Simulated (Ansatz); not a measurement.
**C2H2OSe (SMILES OC#C[SeH]): functionals against CCSD(T) at one geometry**

A test off equilibrium: a structure displaced at random from a GFN2-xTB minimum is computed at several levels, and each is set against CCSD(T).

Computed with Ansatz 0.2.0, Gaussian basis. Level: single points in def2-TZVPP.

Cores are frozen in the correlated methods. Filled d shells of the heavier atoms are correlated.

### Step 1. The starting structure

SMILES `OC#C[SeH]`, 6 atoms, charge 0, spin multiplicity 1.

Atoms are counted from 1 here; the program's logs count them from 0.

Bond lengths: O1–C2 1.292 Å, O1–H5 0.966 Å, C2–C3 1.186 Å, C3–Se4 1.842 Å, Se4–H6 1.443 Å. Angles: C2–O1–H5 114.5°, O1–C2–C3 171.7°, C2–C3–Se4 162.1°, C3–Se4–H6 95.1°.

As a file:

```xyz
6

O     1.9685   -0.5476   -0.2888
C     0.7002   -0.3362   -0.1576
C    -0.4329    0.0096   -0.1089
Se   -2.2704   -0.0201    0.0118
H     2.4576   -0.5771    0.5433
H    -2.4238    1.4146    0.0020
```

### Step 2. CCSD(T)/def2-TZVPP

Contents of run/in.yaml:

```yaml
crystal:
  periodic: [false, false, false]
  atoms:
    - {symbol: O, position_ang: [1.968500, -0.547600, -0.288800]}
    - {symbol: C, position_ang: [0.700200, -0.336200, -0.157600]}
    - {symbol: C, position_ang: [-0.432900, 0.009600, -0.108900]}
    - {symbol: Se, position_ang: [-2.270400, -0.020100, 0.011800]}
    - {symbol: H, position_ang: [2.457600, -0.577100, 0.543300]}
    - {symbol: H, position_ang: [-2.423800, 1.414600, 0.002000]}
basis:
  gaussian: {orbitals: def2-TZVPP}
correlation: {method: ccsd_t}
output: {forces: true}
```

No record of the launch command was kept for these runs.

### Step 3. PBE0-D4/def2-TZVPP

Changes to run/in.yaml since step 2:

```diff
@@ -11,3 +11,3 @@
   gaussian: {orbitals: def2-TZVPP}
-correlation: {method: ccsd_t}
-output: {forces: true}
+hamiltonian: {xc: pbe0, dispersion: d4}
+output: {forces: true, orbitals: {seedname: orbitals}}
```

### Step 4. wB97M-V/def2-TZVPP

Changes to run/in.yaml since step 3:

```diff
@@ -11,3 +11,3 @@
   gaussian: {orbitals: def2-TZVPP}
-hamiltonian: {xc: pbe0, dispersion: d4}
-output: {forces: true, orbitals: {seedname: orbitals}}
+hamiltonian: {xc: {name: wB97M-V}}
+output: {forces: true}
```

### Step 5. r2SCAN-D4/def2-TZVPP

Changes to run/in.yaml since step 4:

```diff
@@ -11,3 +11,3 @@
   gaussian: {orbitals: def2-TZVPP}
-hamiltonian: {xc: {name: wB97M-V}}
+hamiltonian: {xc: r2scan, dispersion: d4}
 output: {forces: true}
```

### Step 6. PBE-D4/def2-TZVPP

Changes to run/in.yaml since step 5:

```diff
@@ -11,3 +11,3 @@
   gaussian: {orbitals: def2-TZVPP}
-hamiltonian: {xc: r2scan, dispersion: d4}
+hamiltonian: {xc: pbe, dispersion: d4}
 output: {forces: true}
```

### Step 7. r2SCANh-D4/def2-TZVPP

Changes to run/in.yaml since step 6:

```diff
@@ -11,3 +11,3 @@
   gaussian: {orbitals: def2-TZVPP}
-hamiltonian: {xc: pbe, dispersion: d4}
+hamiltonian: {xc: {name: r2SCANh}, dispersion: d4}
 output: {forces: true}
```

### Step 8. LC-wPBE/def2-TZVPP

Changes to run/in.yaml since step 7:

```diff
@@ -11,3 +11,3 @@
   gaussian: {orbitals: def2-TZVPP}
-hamiltonian: {xc: {name: r2SCANh}, dispersion: d4}
+hamiltonian: {xc: {name: LC-wPBE}}
 output: {forces: true}
```

(Steps that only read results are left out.)

What does the calculation give? Wanted: energy less free atoms, CCSD(T)/def2-TZVPP; RMS force component; RMS force error; HOMO and LUMO, PBE0-D4; T1 diagnostic.

**Answer**, as computed:

| quantity | value |
| --- | --- |
| energy less free atoms, CCSD(T)/def2-TZVPP | -22.523 eV |
| RMS force component | 0.640 to 1.216 eV/Å over the methods |
| RMS force error | PBE0-D4 0.291, wB97M-V 0.384, r2SCAN-D4 0.233, PBE-D4 0.326, r2SCANh-D4 0.274, LC-wPBE 0.488 eV/Å |
| HOMO and LUMO, PBE0-D4 | -6.45 and 0.06 eV |
| T1 diagnostic | 0.011 |

In words: Against CCSD(T) the functionals' energies less atoms differ by -2.007 to -0.631 eV, PBE-D4 by -2.007 eV. CCSD(T) in triple zeta still lacks some correlation energy of the bonds, so part of these gaps is its own basis error and they don't rank the functionals. For forces r2SCAN-D4 does best and LC-wPBE worst. Frozen-core CCSD(T) forces in triple zeta carry basis errors of their own, and this is one geometry, so small gaps rank nothing.
